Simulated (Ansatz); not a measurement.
**Li: response to strain**

Aim: deform Li (zz strain of -3 %) and compute stress, forces and field gradients with LAPW, PAW and all-electron datasets made for the crystal.

Method: DFT PBEsol, scalar-relativistic, in Ansatz 0.2.0.

### 1 The starting structure

It takes space group Im-3m (No. 229, cubic). Conventional cell: a = 3.500 Å, b = 3.500 Å, c = 3.500 Å, α = 90.00°, β = 90.00°, γ = 90.00°. Li (site symmetry m-3m) is surrounded by 8 Li at 3.03 Å.

Structure file:

```
Li
1.0
    -1.75000    1.75000    1.75000
     1.75000   -1.75000    1.75000
     1.75000    1.75000   -1.75000
Li
1
Direct
  0.00000 0.00000 0.00000
```

### 2 The deformed structure

Space group Im-3m before, I4/mmm after.

### 3 LAPW, all electrons

input.yaml reads:

```yaml
crystal:
  lattice:
    - [-1.75, 1.75, 1.6975]
    - [1.75, -1.75, 1.6975]
    - [1.75, 1.75, -1.6975]
  atoms:
    - { symbol: Li, position: [0.0, 0.0, 0.0] }
kpoints:
  mp_grid: { grid: [15, 15, 15] }
  band_path:
    path:
      - [0.0, 0.0, 0.0]
      - [0.0, 0.0, 0.5]
      - [-0.5, 0.5, 0.5]
      - [0.0, 0.0, 0.0]
      - [0.485225, 0.485225, -0.485225]
      - [-0.485225, 0.514775, 0.485225]
      - [-0.5, 0.5, 0.5]
      - [0.0, 0.0, 0.5]
      - [0.25, 0.25, 0.25]
    npoints: 5
scf:
  occupations: { method: fermi_dirac, width: 0.08 }
hamiltonian:
  xc: pbesol
  pseudopotentials: { kind: all_electron, lapw: { basis_error: 0.00025 } }
output:
  forces: true
  stress: true
  eigenvalues: true
```

The run is started by

```console
$ ansatz run input.yaml --threads 1 --pin off --max-ram 3072MiB --backend cpu --events-out ev --progress --plain --runs-dir out
```

### 4 PAW with frozen cores

input.yaml reads:

```yaml
crystal:
  lattice:
    - [-1.75, 1.75, 1.6975]
    - [1.75, -1.75, 1.6975]
    - [1.75, 1.75, -1.6975]
  atoms:
    - { symbol: Li, position: [0.0, 0.0, 0.0] }
kpoints:
  mp_grid: { grid: [15, 15, 15] }
scf:
  occupations: { method: fermi_dirac, width: 0.08 }
hamiltonian:
  xc: pbesol
  pseudopotentials: { kind: paw }
output:
  forces: true
  stress: true
  eigenvalues: true
  efg: { contact_densities: true }
```

### 5 All-electron PAW on datasets made for the crystal

Edit input.yaml of step 4 so:

```diff
@@ -13,3 +13,3 @@
   xc: pbesol
-  pseudopotentials: { kind: paw }
+  pseudopotentials: { kind: all_electron, datasets: crystal }
 output:
```

(Steps that only read results are left out.)

Before running it: what results should come out? Wanted: pressure; largest shear or deviatoric stress.

As calculated:

```
                                 quantity                                              value
                                 pressure  LAPW -0.35, PAW -0.35, crystal datasets -0.35 GPa
largest shear or deviatoric stress (LAPW)                                           0.01 GPa
```

What this shows: The largest part of the stress beyond the pressure is 0.01 GPa in size, in the zz component. No run of the undeformed cell stands beside it, so the pressure holds what the given cell had before the change. PAW: stress within 0.01 GPa of LAPW. Crystal datasets: stress within 0.01 GPa of LAPW.
